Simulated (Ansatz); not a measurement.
**ClFH6Si3 + SiH4: a complex and its separated parts**

Aim: how far the complex at one end of a reaction step lies below its separated, relaxed parts, level by level.

Computed with Ansatz 0.2.0, Gaussian basis. Level: PBE0-D4/def2-TZVP structures, single points in def2-TZVPP, no counterpoise correction.

Levels: SPW92, PBE-D4, BLYP-D4, r2SCAN-D4, B97M-V, PBE0-D4, B3LYP-D4, r2SCAN0-D4, BHLYP-D4, CAM-B3LYP-D4, wB97X-V, wB97M-V, B2PLYP, PBE-QIDH, RPA on PBE, Hartree-Fock, MP2, CCSD, CCSD(T).

Cores are frozen in the correlated methods. B3LYP uses VWN-RPA correlation. B2PLYP carries no dispersion term here.

94 further runs of the same task are left out: 94 set aside as unsound or not needed. Runs told in other sessions of the task aren't counted.

**1. Starting geometry**

The complex: 16 atoms, charge 0, spin multiplicity 1.

Atoms are counted from 1 here; the program's logs count them from 0.

Bond lengths: Si1–Si3 2.344 Å, Si1–Si4 2.344 Å, Si1–F5 1.607 Å, Si1–Cl7 2.060 Å, Si2–H6 1.484 Å, Si2–H8 1.484 Å, Si2–H9 1.484 Å, Si2–H10 1.487 Å, Si3–H11 1.485 Å, Si3–H12 1.487 Å, Si3–H13 1.486 Å, Si4–H14 1.487 Å, Si4–H15 1.486 Å, Si4–H16 1.485 Å. Angles: Si3–Si1–Si4 117.0°, Si3–Si1–F5 108.6°, Si3–Si1–Cl7 107.6°, Si4–Si1–F5 108.6°, Si4–Si1–Cl7 107.5°, F5–Si1–Cl7 107.0°, H6–Si2–H8 109.9°, H6–Si2–H9 109.9°, H6–Si2–H10 109.1°, H8–Si2–H9 109.9°, H8–Si2–H10 109.0°, H9–Si2–H10 109.0°, Si1–Si3–H11 109.8°, Si1–Si3–H12 109.9°, Si1–Si3–H13 108.1°, H11–Si3–H12 109.9°, H11–Si3–H13 109.9°, H12–Si3–H13 109.2° and more.

As a file:

```tsv
atom	x (Å)	y (Å)	z (Å)
Si1	-0.7882	0.4169	0.1439
Si2	2.6439	-2.4808	-0.6296
Si3	-1.6248	1.7181	-1.6177
Si4	-1.0597	1.2602	2.3145
F5	0.7757	0.1513	-0.1118
H6	1.2475	-2.9627	-0.4913
Cl7	-1.7308	-1.4131	0.0665
H8	3.0659	-1.7934	0.6160
H9	2.7445	-1.5489	-1.7800
H10	3.5388	-3.6440	-0.8682
H11	-1.4191	1.0096	-2.9071
H12	-0.9331	3.0340	-1.6473
H13	-3.0769	1.9333	-1.3846
H14	-0.3449	2.5574	2.4460
H15	-2.5117	1.4752	2.5485
H16	-0.5269	0.2868	3.3021
```

Its parts: ClFH6Si3 holds atoms 1, 3, 4, 5, 7, 11, 12, 13, 14, 15, 16; SiH4 holds atoms 2, 6, 8, 9, 10. Each part counts its atoms afresh in its own runs.

**2. Relaxing ClFH6Si3 alone**

Contents of relax-a/in.yaml:

```yaml
crystal:
  periodic: [false, false, false]
  atoms:
    - {symbol: Si, position_ang: [-0.788215, 0.416926, 0.143900]}
    - {symbol: Si, position_ang: [-1.624822, 1.718136, -1.617728]}
    - {symbol: Si, position_ang: [-1.059651, 1.260215, 2.314502]}
    - {symbol: F, position_ang: [0.775740, 0.151331, -0.111794]}
    - {symbol: Cl, position_ang: [-1.730824, -1.413103, 0.066518]}
    - {symbol: H, position_ang: [-1.419143, 1.009616, -2.907057]}
    - {symbol: H, position_ang: [-0.933080, 3.033968, -1.647294]}
    - {symbol: H, position_ang: [-3.076942, 1.933325, -1.384647]}
    - {symbol: H, position_ang: [-0.344926, 2.557398, 2.446047]}
    - {symbol: H, position_ang: [-2.511681, 1.475151, 2.548478]}
    - {symbol: H, position_ang: [-0.526907, 0.286841, 3.302144]}
basis:
  gaussian: {orbitals: def2-TZVP}
hamiltonian: {xc: pbe0, dispersion: d4}
relax: {f_tol: 0.005, max_steps: 200}
```

The run is started by

```console
$ ansatz run in.yaml --threads 4 --pin off --events-out ev --progress --plain --max-ram 66560MiB --backend cuda --devices 0, --max-vram 37GiB
```

After this run come: Relaxing SiH4 alone; SPW92/def2-TZVPP; PBE-D4/def2-TZVPP; BLYP-D4/def2-TZVPP; r2SCAN-D4/def2-TZVPP; B97M-V/def2-TZVPP; PBE0-D4/def2-TZVPP; B3LYP-D4/def2-TZVPP; r2SCAN0-D4/def2-TZVPP; BHLYP-D4/def2-TZVPP; CAM-B3LYP-D4/def2-TZVPP; wB97X-V/def2-TZVPP; wB97M-V/def2-TZVPP; B2PLYP/def2-TZVPP; PBE-QIDH/def2-TZVPP; RPA on PBE/def2-TZVPP; CCSD(T)/def2-TZVPP; Vibrations of ClFH6Si3; Vibrations of SiH4.

**Question.** What will these runs give? Wanted: complex less parts, CCSD(T)/def2-TZVPP; with zero-point energy; largest T1 diagnostic.

As calculated:

| quantity | value |
| --- | --- |
| complex less parts, CCSD(T)/def2-TZVPP | -0.058 eV |
| with zero-point energy | -0.038 eV |
| largest T1 diagnostic | 0.013 |

At CCSD(T) the complex lies 0.058 eV below its parts. The functionals run from r2SCAN-D4, off by -0.008 eV, to B2PLYP, off by +0.037 eV, against CCSD(T). B97M-V is as near within the digits shown. By rung, the mean size of the error is: LDA 0.032, GGA 0.022, meta-GGA 0.008, hybrid 0.021, range-separated hybrid 0.017, double hybrid 0.030 eV. The double hybrids carry no dispersion term here, unlike the levels marked D4 or V. PBE-D4 gives a relative energy 0.024 eV too low, an error of 41 % of the reference. The complex's frequency run has imaginary modes: the structure is no minimum, so both the energy and the zero-point correction are in doubt. No counterpoise was applied, and triple zeta lacks some correlation, so the CCSD(T) reference has a basis error of its own, and close matches with it are partly luck.
